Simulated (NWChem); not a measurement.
**wB97X/def2-TZVP (density fitting with ahlrichs coulomb fitting) run of BHO2 (oxoborinic acid)**

Aim: the electronic atomisation energy of BHO2 (oxoborinic acid) at wB97X/def2-TZVP (density fitting with ahlrichs coulomb fitting), from 4 runs. 

Program for the calculation: NWChem 7.3.0.

### 1 The structure to begin with

The species is BHO2 (4 atoms), meant as a singlet with charge 0. As SMILES, `O=BO`. The coordinates come from a PBE0-D4/def2-TZVP relaxation.

Bond lengths: O1–B2 1.210 Å, B2–O3 1.322 Å, O3–H4 0.960 Å. Angles: O1–B2–O3 177.5°, B2–O3–H4 117.0°.

### 2 A single-point energy at wB97X/def2-TZVP (density fitting with ahlrichs coulomb fitting) (run 1)

Input file bho2.nw:

```
START bho2
TITLE "BHO2 wB97X"
memory stack 880 mb heap 220 mb global 1100 mb
charge 0
GEOMETRY units angstroms noautosym nocenter noautoz
 O       -1.555100       0.523500       0.428500
 B       -0.423900       0.132000       0.248600
 O        0.816700      -0.302000       0.108600
 H        1.162300      -0.353500      -0.785700
END
BASIS "ao basis" spherical bse
 * library def2-TZVP
END
BASIS "cd basis" spherical
 * library "ahlrichs coulomb fitting"
END
DFT
 xc wb97x
 grid fine
 convergence energy 1e-08
 maxiter 100
 mulliken
 noprint "final vectors analysis"
END
TASK dft energy
```

Command:

```sh
$ nwchem bho2.nw > bho2.out
```

Standard output:

```text
[...]
          Wavefunction type:  closed shell.
          No. of atoms     :     4
          No. of electrons :    22
[...]
          Charge           :     0
          Spin multiplicity:     1
[...]
          AO basis - number of functions:    99
[...]
              XC Information
              --------------
                       wb97x  Method XC Functional
                     Hartree-Fock (Exact) Exchange  1.000
                         wb97x Exchange Functional  1.000
                      wb97x Correlation Functional  1.000
[...]
 d= 0,ls=0.0,diis     1   -175.8888277926 -2.30D+02  8.92D-03  1.12D+00     4.7
[...]
 d= 0,ls=0.0,diis    10   -176.0129647965 -8.05D-09  6.08D-07  6.57D-09    42.1
         Total DFT energy =     -176.012964796537
      One electron energy =     -347.854861295167
           Coulomb energy =      139.470228898342
    Exchange-Corr. energy =      -21.633912886862
 Nuclear repulsion energy =       54.005580487150
[...]
      Total Density - Mulliken Population Analysis
     ---------------------------------------------
    Atom       Charge   Shell Charges
 -----------   ------   -------------------------------------------------------
    1 O    8     8.28   0.79  1.18  0.61  0.83  0.39  1.88  1.74  0.84  0.00  0.01  0.00
    2 B    5     4.67   0.92  1.05  0.57  0.05  0.02  1.04  0.64  0.10  0.11  0.11  0.05
    3 O    8     8.42   0.79  1.18  0.58  0.87  0.33  1.94  1.90  0.82  0.00  0.01  0.00
    4 H    1     0.63   0.25  0.31  0.02  0.05
[...]
```

It took 43 s on 1 thread of Intel Xeon Platinum 8488C (Sapphire Rapids), shared host; peak memory 0.11 GiB.

### 3 The B atom at the same level (run 2)

Input file calc.nw:

```
start calc
title "B"
memory stack 880 mb heap 220 mb global 1100 mb

geometry units angstroms noautosym nocenter noautoz
   B        0.000000       0.000000       0.000000
end

basis "ao basis" spherical bse
   B library def2-TZVP
end

basis "cd basis" spherical
   B library "ahlrichs coulomb fitting"
end

dft
   xc wb97x
   mult 2
   grid fine
   convergence energy 1e-08
   maxiter 100
   mulliken
   print low
end

task dft energy
```

Run the same way, it converges to -24.65155 Eh (log not shown).

### 4 The H atom, same level (run 3)

Input file m1.nw:

```
start m1
memory stack 880 mb heap 220 mb global 1100 mb
geometry units au noautosym nocenter noautoz
H    0.00000000   0.00000000   0.00000000
end
basis spherical bse
H library def2-TZVP
end
basis "cd basis" spherical
H library "ahlrichs coulomb fitting"
end
dft
xc wb97x
mult 2
grid fine
convergence energy 1e-08
iterations 100
mulliken
print low
end
task dft energy
```

Run the same way, it converges to -0.50139 Eh (log not shown).

### 5 The O atom, same level (run 4)

Input file o.nw:

```
start o
title "O energy"
memory stack 880 mb heap 220 mb global 1100 mb
charge 0
geometry noautosym nocenter noautoz
 O     0.000000    0.000000    0.000000
end
basis "ao basis" spherical bse
 * library def2-TZVP
end
basis "cd basis" spherical
 * library "ahlrichs coulomb fitting"
end
dft
 xc wb97x
 mult 3
 grid fine
 convergence energy 1e-08
 iterations 100
 mulliken
 print low
end
task dft
```

Run the same way, it converges to -75.07691 Eh (log not shown).

### 6 Overview of the runs

| run | level | partner | energy (Eh) | wall time |
| --- | --- | --- | --- | --- |
| 1 | wB97X/def2-TZVP (density fitting with ahlrichs coulomb fitting) | base | -176.012965 | 43 s |
| 2 | U-wB97X/def2-TZVP (density fitting with ahlrichs coulomb fitting) | atoms | -24.651546 | 2.2 s |
| 3 | U-wB97X/def2-TZVP (density fitting with ahlrichs coulomb fitting) | atoms | -0.501394 | 1 s |
| 4 | U-wB97X/def2-TZVP (density fitting with ahlrichs coulomb fitting) | atoms | -75.076914 | 1.8 s |

### 7 Results

Level: wB97X/def2-TZVP (density fitting with ahlrichs coulomb fitting).

```
                     quantity         value
         O atom: total energy  -75.07691 Eh
                 O atom: ⟨S²⟩         2.005
electronic atomisation energy     19.217 eV
```

In words: Taking the molecule apart into free atoms costs 19.22 eV (443 kcal/mol), before zero-point energy and without spin-orbit coupling. All runs together took 48 s, the longest 43 s.
